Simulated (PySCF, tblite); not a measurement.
# C₅H₁₂Si: geometry, infrared bands and NMR shifts

Wanted: the infrared bands and NMR shifts of C₅H₁₂Si (`C=C([SiH3])C(C)C`), by calculation.

The runs use tblite 0.8.0 and PySCF 2.14.0, with density-fitted response routines of our own; the level of theory stands in each step. All values are computed, except where a source is named. Atoms are numbered from 0 throughout.

## Step 1: The molecule as given

18 atoms, charge 0, multiplicity 1; geometry from: force field or distance geometry start.

Bonds of the start (Å): C0–C1 1.36, C1–Si2 1.84, C1–C3 1.47, C3–C4 1.50, C3–C5 1.50, C0–H6 1.07, C0–H7 1.10, Si2–H8 1.47, Si2–H9 1.46, Si2–H10 1.48, C3–H11 1.12, C4–H12 1.11, C4–H13 1.09, C4–H14 1.12, C5–H15 1.10, C5–H16 1.10, C5–H17 1.11.

## Step 2: Optimising the geometry with GFN2-xTB

The job: settings as JSON, then the geometry in Å.

```
{"job": {"kind": "relax", "xc": "GFN2-xTB", "basis": "xTB"}, "charge": 0, "multiplicity": 1}
C      0.829000    -0.900000     1.749300
C      0.481600    -0.300400     0.582300
Si     1.890100     0.210800    -0.483700
C     -0.903300    -0.058700     0.163900
C     -1.189900     1.411700     0.073200
C     -1.110100    -0.803400    -1.126300
H      1.848300    -1.061600     2.038900
H     -0.023700    -1.193700     2.382000
H      2.725900    -0.982100    -0.696700
H      1.465300     0.735300    -1.782300
H      2.728800     1.164200     0.278700
H     -1.627300    -0.481400     0.910000
H     -0.679700     1.867200    -0.804700
H     -2.272500     1.533000     0.042700
H     -0.765800     1.932800     0.973400
H     -2.005200    -0.485000    -1.672500
H     -1.198700    -1.874600    -0.877400
H     -0.201500    -0.707800    -1.762500
```

Started as:

```
$ OMP_NUM_THREADS=1 python probes_run.py task.json out
```

One launch serves the whole session: the jobs run in the order shown.

**Question.** This job is followed by: GFN2-xTB harmonic vibrations, gas phase; GIAO PBE0/pcSseg-1 NMR shielding, non-relativistic, gas phase. What will the session give for the following? strongest single infrared mode (GFN2-xTB); zero-point energy (GFN2-xTB); 13C shifts against TMS (PBE0/pcSseg-1, means over atoms taken as alike); 1H shifts against TMS (PBE0/pcSseg-1, means over atoms taken as alike); 29Si shifts against TMS (PBE0/pcSseg-1); surface potential, 1st and 99th percentile.

As calculated:

| quantity | value |
| --- | --- |
| strongest single infrared mode (GFN2-xTB) | 2238 cm⁻¹, 426 km/mol |
| zero-point energy (GFN2-xTB) | 93.3 kcal/mol |
| 13C shifts against TMS (PBE0/pcSseg-1, means over atoms taken as alike) | 158.4, 134.3, 45.8, 24.2 ppm |
| 1H shifts against TMS (PBE0/pcSseg-1, means over atoms taken as alike) | 6.31, 5.55, 4.15, 2.40, 1.09 ppm |
| 29Si shifts against TMS (PBE0/pcSseg-1) | -87.5 ppm |
| surface potential, 1st and 99th percentile | -0.57 V and 0.74 V |

In words: Over 60 steps the energy fell by 0.376 eV; of the close pairs, C1–Si2 changed most, 1.839 to 1.893 Å. The lowest mode is imaginary (70i cm⁻¹), so the xTB geometry is not a minimum. The strongest single mode, at 2238 cm⁻¹, moves mainly H10 and H8. Unscaled tight-binding wavenumbers are off by several per cent, some by more. Its intensities can rank the bands wrongly. C1 (fully substituted alkene carbon) lies farthest downfield among carbon, at 158.4 ppm; an sp2 carbon of a C=C bond. At PBE0/pcSseg-1: The largest span, 247 ppm, is at C1, where the paramagnetic term is -234 ppm.
